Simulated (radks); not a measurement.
# Excited configurations of B³⁺

How tightly is the outer electron of B³⁺ held in higher orbitals? Ground state, ion and excited configurations are run in turn.

Method: non-relativistic Kohn-Sham, LDA (Slater exchange, Perdew-Wang correlation), spin-polarised, spherical densities, point nucleus; open shells are filled with parallel spins first. Code: radks (a radial shooting solver on a logarithmic mesh, Libxc functionals) version 1.

## (1) The atom as given

```
element       : boron (Z = 5)
charge        : +3
electrons     : 2
configuration : [He]
```

Outer shells as boxes (Hund's rule):

B³⁺
```
1s [↑↓]
```

## (2) Ground configuration: [He]

The run's settings:

```text
Z 5
configuration [He]
relativity non-relativistic
functional lda,pw
spin polarised
nucleus point
```

## (3) The ion: 1s1

The run's settings:

```text
Z 5
configuration 1s1
relativity non-relativistic
functional lda,pw
spin polarised
nucleus point
```

## (4) Outer electron in 3p: 1s1 3p1

The run's settings:

```text
Z 5
configuration 1s1 3p1
relativity non-relativistic
functional lda,pw
spin polarised
nucleus point
```

## (5) Outer electron in 3d: 1s1 3d1

The run's settings:

```text
Z 5
configuration 1s1 3d1
relativity non-relativistic
functional lda,pw
spin polarised
nucleus point
```

## (6) Outer electron in 4s: 1s1 4s1

The run's settings:

```text
Z 5
configuration 1s1 4s1
relativity non-relativistic
functional lda,pw
spin polarised
nucleus point
```

## (7) Outer electron in 5f: 1s1 5f1

The run's settings:

```text
Z 5
configuration 1s1 5f1
relativity non-relativistic
functional lda,pw
spin polarised
nucleus point
```

## (8) Outer electron in 6s: 1s1 6s1

The run's settings:

```text
Z 5
configuration 1s1 6s1
relativity non-relativistic
functional lda,pw
spin polarised
nucleus point
```

## (9) Outer electron in 6p: 1s1 6p1

The run's settings:

```text
Z 5
configuration 1s1 6p1
relativity non-relativistic
functional lda,pw
spin polarised
nucleus point
```

## (10) Outer electron in 6d: 1s1 6d1

The run's settings:

```text
Z 5
configuration 1s1 6d1
relativity non-relativistic
functional lda,pw
spin polarised
nucleus point
```

## (11) Outer electron in 6f: 1s1 6f1

The run's settings:

```text
Z 5
configuration 1s1 6f1
relativity non-relativistic
functional lda,pw
spin polarised
nucleus point
```

## (12) Outer electron in 7p: 1s1 7p1

The run's settings:

```text
Z 5
configuration 1s1 7p1
relativity non-relativistic
functional lda,pw
spin polarised
nucleus point
```

## (13) Outer electron in 7f: 1s1 7f1

The run's settings:

```text
Z 5
configuration 1s1 7f1
relativity non-relativistic
functional lda,pw
spin polarised
nucleus point
```

Before running it: what results should come out? Wanted: for each run, outer orbital; excitation; binding; n*; quantum defect; <r>.

**Answer**, as computed:

```csv
outer orbital,excitation (eV),binding (eV),n*,quantum defect,<r> (bohr)
3p,231.03,25.378,2.929,0.071,2.993
3d,232.24,24.159,3.002,-0.002,2.620
4s,241.71,14.690,3.850,0.150,5.615
5f,247.53,8.878,4.952,0.048,7.812
6s,249.91,6.493,5.790,0.210,12.81
6p,250.01,6.392,5.836,0.164,12.77
6d,250.14,6.262,5.896,0.104,12.52
6f,250.18,6.222,5.915,0.085,11.86
7p,251.70,4.705,6.802,0.198,17.49
7f,251.80,4.601,6.878,0.122,16.63
```

What this shows: Binding is E(ion) − E, and n* = 4/√(2·binding) in atomic units. The Δ-SCF energy to the ion that was run is 256.40 eV (NIST's first ionisation energy, to the ion's ground state: 259.37 eV, theoretical). Mean quantum defects: p 0.14, d 0.05, s 0.18, f 0.08. Self-interaction in the functional shifts them, so they are the method's values and not measured ones.
